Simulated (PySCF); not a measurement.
# CuBr: NMR shieldings

Wanted: NMR shieldings for CuBr (`[Cu][Br]`).

Computed with PySCF 2.14.0 and routines of our own; the level stands in each step. Atoms count from 0.

## 1. The system as given

2 atoms, charge 0, multiplicity 1; geometry from: GFN2-xTB.

## 2. Geometry optimisation at PBE0-D3(BJ)/def2-SVP

What the job is given:

```
{"job": {"xc": "PBE0", "basis": "def2-SVP", "d3": "d3bj", "grid": 1, "maxiter": 30, "shake": 0.01, "kind": "geom"}, "charge": 0, "multiplicity": 1}
Cu     1.109000    -0.028440     0.001330
Br    -1.091520    -0.000370    -0.013460
```

On the command line:

```
$ OMP_NUM_THREADS=1 python heavy_run.py task.json out
```

This one command runs all jobs of the session in turn.

The log of the run:

```text
step   0  E = -4213.61981122  max force = 0.001297
step   1  E = -4213.61981322  max force = 0.000669
step   2  E = -4213.61981453  max force = 0.000245
optimisation converged
```

It took 4.7 s on 1 thread of Intel Xeon Platinum 8375C at 2.90GHz, shared host; peak memory 0.29 GiB.

Along the way:

| step | energy from step 0 (eV) | largest force component (eV/Å) |
| --- | --- | --- |
| 0 | 0.0000 | 0.0667 |
| 1 | -0.0001 | 0.0344 |
| 2 | -0.0001 | 0.0126 |

The bond:

| bond | before (Å) | after (Å) | change (Å) |
| --- | --- | --- | --- |
| Cu0–Br1 | 2.201 | 2.207 | +0.006 |

The final coordinates are the input of the step that follows.

| at the end point | value |
| --- | --- |
| point group (found at 0.08 Å tolerance) | Cinfv |
| rotational constants (GHz, main isotopes) | 2.964, 2.964 |
| dipole moment (D) | 5.31 |

## 3. NMR shieldings: PBE/pcSseg-1 Br:us-x2c-TZVPall-2c Cu:us-x2c-SVPall-2c, spin–orbit

What the job is given:

```
{"job": {"kind": "hnmr", "xc": "PBE", "basis": {"default": "pcSseg-1", "Br": "us-x2c-TZVPall-2c", "Cu": "us-x2c-SVPall-2c"}, "rel": "so"}, "charge": 0, "multiplicity": 1}
Cu     1.106729    -0.074661     0.024650
Br    -1.095907     0.046396    -0.036498
```

Level: PBE/pcSseg-1 Br:us-x2c-TZVPall-2c Cu:us-x2c-SVPall-2c GIAO NMR shielding, X2C with spin-orbit coupling, screened-nuclear two-electron part, Gaussian nuclei, gas phase.

The log of the run:

```text
spin-free SCF
coarse grid: 14776 points
cycle   1  E = -4256.8537011683  dE =  3.280e+00  |g| = 5.472e+00  |ddm| = 5.458e+00
cycle   2  E = -4248.6152845782  dE =  8.238e+00  |g| = 7.927e+00  |ddm| = 8.686e+00
cycle   3  E = -4259.3934573465  dE = -1.078e+01  |g| = 2.454e+00  |ddm| = 8.407e+00
cycle   4  E = -4259.1743378911  dE =  2.191e-01  |g| = 2.107e+00  |ddm| = 3.814e+00
cycle   5  E = -4260.3245818945  dE = -1.150e+00  |g| = 1.155e-01  |ddm| = 2.575e+00
cycle   6  E = -4260.3232310354  dE =  1.351e-03  |g| = 1.381e-01  |ddm| = 3.723e-01
cycle   7  E = -4260.3281273031  dE = -4.896e-03  |g| = 5.172e-02  |ddm| = 2.352e-01
cycle   8  E = -4260.3285674726  dE = -4.402e-04  |g| = 1.740e-02  |ddm| = 3.735e-02
cycle   9  E = -4260.3286007419  dE = -3.327e-05  |g| = 5.183e-03  |ddm| = 1.330e-02
cycle  10  E = -4260.3286041933  dE = -3.451e-06  |g| = 4.551e-04  |ddm| = 3.956e-03
final grid: 26112 points
cycle  11  E = -4260.3285676796  dE = -2.030e-08  |g| = 5.990e-04  |ddm| = 1.140e-03
cycle  12  E = -4260.3285675904  dE =  8.917e-08  |g| = 9.069e-04  |ddm| = 1.520e-03
cycle  13  E = -4260.3285677546  dE = -1.642e-07  |g| = 1.597e-04  |ddm| = 1.058e-03
cycle  14  E = -4260.3285677608  dE = -6.250e-09  |g| = 1.644e-05  |ddm| = 2.031e-04
converged SCF energy = -4260.3285677608
two-component SCF
cycle   1  E = -4260.2435947057  dE = -4.260e+03  |FDS-SDF| = 1.015e+01
cycle   2  E = -4260.4153024132  dE = -1.717e-01  |FDS-SDF| = 8.662e-03
cycle   3  E = -4260.4153005264  dE =  1.887e-06  |FDS-SDF| = 3.048e-03
cycle   4  E = -4260.4152923270  dE =  8.199e-06  |FDS-SDF| = 7.917e-03
cycle   5  E = -4260.4153026471  dE = -1.032e-05  |FDS-SDF| = 1.400e-03
cycle   6  E = -4260.4153032661  dE = -6.190e-07  |FDS-SDF| = 4.309e-04
cycle   7  E = -4260.4153032799  dE = -1.382e-08  |FDS-SDF| = 1.762e-05
converged, E = -4260.4153032799

Field gradients (au) and densities at the nuclei (bohr^-3)
atom        Vxx        Vyy        Vzz        centre      nuclear mean
  0 Cu    -0.2758    -0.2760     0.5518      18504.358      18502.273
  1 Br    -2.5378    -2.5385     5.0762      39290.574      39262.018
without picture change
  1 Br                           5.2405                     60063.979

Core orbital energies (eV)
atom   shell        mean    spread
  0 Cu 1s        -8844.307   0.000
  0 Cu 2s        -1064.943   0.000
  0 Cu 3s         -116.469   0.000
  0 Cu 2p1/2      -933.358   0.000
  0 Cu 2p3/2      -913.054   0.027
  0 Cu 3p1/2       -75.659   0.000
  0 Cu 3p3/2       -73.030   0.158
  1 Br 1s       -13301.703   0.000
  1 Br 2s        -1730.632   0.000
  1 Br 3s         -236.138   0.000
  1 Br 4s          -18.954   0.000
  1 Br 2p1/2     -1558.075   0.000
  1 Br 2p3/2     -1511.146   0.051
  1 Br 3p1/2      -176.216   0.000
  1 Br 3p3/2      -169.426   0.151
  1 Br 3d3/2       -65.597   0.156
  1 Br 3d5/2       -64.565   0.207

vertical triplet (scalar unrestricted SCF): 2.110 eV

Shielding tensors (ppm)
atom      isotropic    diamagn.    paramagn.     s11        s22        s33       span
  0 Cu     1918.61     2323.73     -405.12    1611.56    1611.58    2532.69     921.13
  1 Br     3155.79     2984.14      171.65    3071.22    3071.22    3324.94     253.72
```

It took 13 s on 1 thread of Intel Xeon Platinum 8375C at 2.90GHz, shared host; peak memory 0.51 GiB.

Key values:

| quantity | value |
| --- | --- |
| energy from spin-orbit coupling | -0.0867 Eh |

## 4. NMR shieldings: PBE/pcSseg-1 Br:us-x2c-TZVPall-2c Cu:us-x2c-SVPall-2c, spin-free

What the job is given:

```
{"job": {"kind": "hnmr", "xc": "PBE", "basis": {"default": "pcSseg-1", "Br": "us-x2c-TZVPall-2c", "Cu": "us-x2c-SVPall-2c"}, "rel": "sf"}, "charge": 0, "multiplicity": 1}
Cu     1.106729    -0.074661     0.024650
Br    -1.095907     0.046396    -0.036498
```

With the program's defaults for keys left out, this is: PBE/pcSseg-1 Br:us-x2c-TZVPall-2c Cu:us-x2c-SVPall-2c GIAO NMR shielding, spin-free X2C, Gaussian nuclei, gas phase.

The log of the run:

```text
spin-free SCF
coarse grid: 14776 points
cycle   1  E = -4256.8537011683  dE =  3.280e+00  |g| = 5.472e+00  |ddm| = 5.458e+00
cycle   2  E = -4248.6152845782  dE =  8.238e+00  |g| = 7.927e+00  |ddm| = 8.686e+00
cycle   3  E = -4259.3934573465  dE = -1.078e+01  |g| = 2.454e+00  |ddm| = 8.407e+00
cycle   4  E = -4259.1743378911  dE =  2.191e-01  |g| = 2.107e+00  |ddm| = 3.814e+00
cycle   5  E = -4260.3245818945  dE = -1.150e+00  |g| = 1.155e-01  |ddm| = 2.575e+00
cycle   6  E = -4260.3232310354  dE =  1.351e-03  |g| = 1.381e-01  |ddm| = 3.723e-01
cycle   7  E = -4260.3281273031  dE = -4.896e-03  |g| = 5.172e-02  |ddm| = 2.352e-01
cycle   8  E = -4260.3285674726  dE = -4.402e-04  |g| = 1.740e-02  |ddm| = 3.735e-02
cycle   9  E = -4260.3286007419  dE = -3.327e-05  |g| = 5.183e-03  |ddm| = 1.330e-02
cycle  10  E = -4260.3286041933  dE = -3.451e-06  |g| = 4.551e-04  |ddm| = 3.956e-03
final grid: 26112 points
cycle  11  E = -4260.3285676796  dE = -2.030e-08  |g| = 5.990e-04  |ddm| = 1.140e-03
cycle  12  E = -4260.3285675904  dE =  8.917e-08  |g| = 9.069e-04  |ddm| = 1.520e-03
cycle  13  E = -4260.3285677546  dE = -1.642e-07  |g| = 1.597e-04  |ddm| = 1.058e-03
cycle  14  E = -4260.3285677608  dE = -6.250e-09  |g| = 1.644e-05  |ddm| = 2.031e-04
converged SCF energy = -4260.3285677608
check of the scalar solution
cycle   1  E = -4260.3285677608  dE = -4.260e+03  |FDS-SDF| = 1.644e-05
cycle   2  E = -4260.3285677605  dE =  3.301e-10  |FDS-SDF| = 3.605e-05
converged, E = -4260.3285677605

Field gradients (au) and densities at the nuclei (bohr^-3)
atom        Vxx        Vyy        Vzz        centre      nuclear mean
  0 Cu    -0.2761    -0.2763     0.5524      18503.798      18501.714
  1 Br    -2.5448    -2.5455     5.0902      39287.895      39259.339
without picture change
  1 Br                           5.2590                     60064.511

Core orbital energies (eV)
atom   shell        mean    spread
  0 Cu 1s        -8844.313   0.000
  0 Cu 2s        -1064.943   0.000
  0 Cu 3s         -116.473   0.000
  0 Cu 2p         -919.776   0.040
  0 Cu 3p          -73.905   0.243
  1 Br 1s       -13301.899   0.000
  1 Br 2s        -1730.660   0.000
  1 Br 3s         -236.137   0.000
  1 Br 4s          -18.948   0.000
  1 Br 2p        -1526.532   0.075
  1 Br 3p         -171.644   0.227
  1 Br 3d          -64.973   0.234

Shielding tensors (ppm)
atom      isotropic    diamagn.    paramagn.     s11        s22        s33       span
  0 Cu     1578.20     2410.41     -832.21    1150.22    1150.25    2434.12    1283.91
  1 Br     2838.26     3133.23     -294.97    2668.19    2668.20    3178.39     510.20
```

Run time: 4.2 s. Hardware: 1 thread of Intel Xeon Platinum 8375C at 2.90GHz, shared host; peak memory 0.5 GiB.

## 5. Shieldings side by side

| run | Cu0 | Br1 | time |
| --- | --- | --- | --- |
| step 3, PBE/pcSseg-1 Br:us-x2c-TZVPall-2c Cu:us-x2c-SVPall-2c, spin–orbit | 1918.6 | 3155.8 | 13 s |
| step 4, PBE/pcSseg-1 Br:us-x2c-TZVPall-2c Cu:us-x2c-SVPall-2c, spin-free | 1578.2 | 2838.3 | 4.2 s |

## 6. Outcome

| quantity | value |
| --- | --- |
| point group | Cinfv |
| rotational constants (main isotopes) | 2.96, 2.96 GHz |
| energy from spin-orbit coupling (step 3, PBE/pcSseg-1 Br:us-x2c-TZVPall-2c Cu:us-x2c-SVPall-2c, spin–orbit) | -0.0867 Eh |
| shieldings (step 3, PBE/pcSseg-1 Br:us-x2c-TZVPall-2c Cu:us-x2c-SVPall-2c, spin–orbit) | Cu0 1918.6, Br1 3155.8 ppm |
| shieldings (step 4, PBE/pcSseg-1 Br:us-x2c-TZVPall-2c Cu:us-x2c-SVPall-2c, spin-free) | Cu0 1578.2, Br1 2838.3 ppm |

**Reading.** With PBE0/def2-SVP, its start was all but relaxed already: 2 steps gained 0.1 meV. In step 3, Cu0 has the widest tensor, 921 ppm. Cu0 moves most between the runs, by 340 ppm; the labels say what changes from run to run.
